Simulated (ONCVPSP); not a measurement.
**An ONCV potential for iodine, from input to tests**

Task: generate the file, and judge it by its errors in other configurations, its logarithmic derivatives, its ghosts and its cutoff.

The numbers are computed with ONCVPSP 4.0.1.1 (patched build) (PBE, scalar-relativistic, spin-unpolarised reference atom).

### Step 1. The atom and the settings

Typed settings, in words:

```
element                 : iodine (I, Z = 53)
type                    : optimised norm-conserving Vanderbilt (ONCV)
frozen core             : [Kr]
valence charge          : 17
reference configuration : 4d10 5s2 5p5
partial waves           : 5s: rc 1.85 bohr, ncon 4, nbas 9, qcut 3.1 1/bohr, 1 projector; 5p: rc 1.50 bohr, ncon 4, nbas 7, qcut 4.3 1/bohr, 2 projectors, debl 3.8 Ha; 4d: rc 0.95 bohr, ncon 4, nbas 7, qcut 8.5 1/bohr, 2 projectors, debl 1.9 Ha; f scattering state at 0.41 Ha: rc 1.55 bohr, ncon 3, nbas 7, qcut 6.3 1/bohr, 2 projectors, debl 3 Ha
local potential         : polynomial inside 0.85 bohr (lpopt 3, dvloc0 2 Ha)
core correction         : polynomial model core, fcfact 0.55
```

An earlier all-electron run gives the scale for the radii.

All-electron outer shells of the reference configuration (PBE, scalar-relativistic, ld1.x):

| shell | level (eV) | outermost node (bohr) | outermost maximum (bohr) |
| --- | --- | --- | --- |
| 4s | -180.60 | 0.37 | 0.68 |
| 4p | -127.57 | 0.37 | 0.72 |
| 4d | -50.28 | 0.35 | 0.78 |
| 5s | -17.41 | 0.88 | 1.70 |
| 5p | -7.09 | 0.96 | 2.02 |

### Step 2. Generating the potential

File I.dat:

```
# ATOM AND REFERENCE CONFIGURATION
# atsym  z   nc   nv     iexc    psfile
  I 53.00    8    3        4      upf
#
#   n    l    f
    1    0    2.00
    2    0    2.00
    2    1    6.00
    3    0    2.00
    3    1    6.00
    3    2   10.00
    4    0    2.00
    4    1    6.00
    4    2   10.00
    5    0    2.00
    5    1    5.00
#
# PSEUDOPOTENTIAL AND OPTIMIZATION
# lmax
    3
#
#   l,   rc,      ep,       ncon, nbas, qcut
    0    1.85    0.00    4    9    3.10
    1    1.50    0.00    4    7    4.30
    2    0.95    0.00    4    7    8.50
    3    1.55    0.41    3    7    6.30
#
# LOCAL POTENTIAL
# lloc, lpopt,  rc(5),   dvloc0
    4    3    0.85    2.00
#
# VANDERBILT-KLEINMAN-BYLANDER PROJECTORs
# l, nproj, debl
    0    1    3.70
    1    2    3.80
    2    2    1.90
    3    2    3.00
#
# MODEL CORE CHARGE
# icmod, fcfact, rcfact
    1    0.55    0.00
#
# LOG DERIVATIVE ANALYSIS
# epsh1, epsh2, depsh
   -3.00    5.00    0.02
#
# OUTPUT GRID
# rlmax, drl
    6.00    0.01
#
# TEST CONFIGURATIONS
# ncnf
    4
# nvcnf
#   n    l    f
    3
    4    2   10.00
    5    0    2.00
    5    1    4.00
#
    3
    4    2   10.00
    5    0    2.00
    5    1    3.00
#
    3
    4    2   10.00
    5    0    2.00
    5    1    2.00
#
    3
    4    2   10.00
    5    0    1.00
    5    1    6.00
#
```

Launch:

```sh
oncvpsp.x < I.dat > I.out
```

Before running it: what results should come out? Wanted: cutoffs for 1 and 0.1 mHa per electron, occupied waves; bound ghosts; GHOST(+) flags; largest test error; largest phase difference near zero energy, channels read; rms error of d²Exc/dn², without and with the model core.

**Answer**, as computed:

| quantity | value |
| --- | --- |
| cutoffs for 1 and 0.1 mHa per electron, occupied waves | 160 Ha and 193 Ha |
| bound ghosts | s at -263.16 eV, p at -80.65 eV |
| GHOST(+) flags | p at 752 eV (2 near or above the test basis's cutoff) |
| largest test error (AE − PS) | -7.1 meV, for 4d10 5s1 5p6 |
| largest phase difference near zero energy, channels read | 0.017 rad |
| rms error of d²Exc/dn², without and with the model core | 5.23 and 0.42 mHa |

It has a bound ghost (s, p), a state that the atom doesn't have, and that rules the file out. By total energies transferability is good: the largest error is 7.1 meV on 10.4 eV, for 4d10 5s1 5p6. Atomic tests can pass in spite of a ghost, since they solve only for the levels asked. It counts as very hard, with 160 Ha needed at the looser tolerance. At the looser tolerance the 4d wave is the slowest; 5p needs 61 Ha. Near zero energy the phases of the channels with partial waves agree within 0.017 rad. The pseudo curves have poles with no partner nearby in the atom's: s at 0.97 Ha, p at -2.96 Ha, p at -2.85 Ha. At positive energy that is a spurious or a displaced resonance. The program also flags highly localised states, GHOST(+) (p).
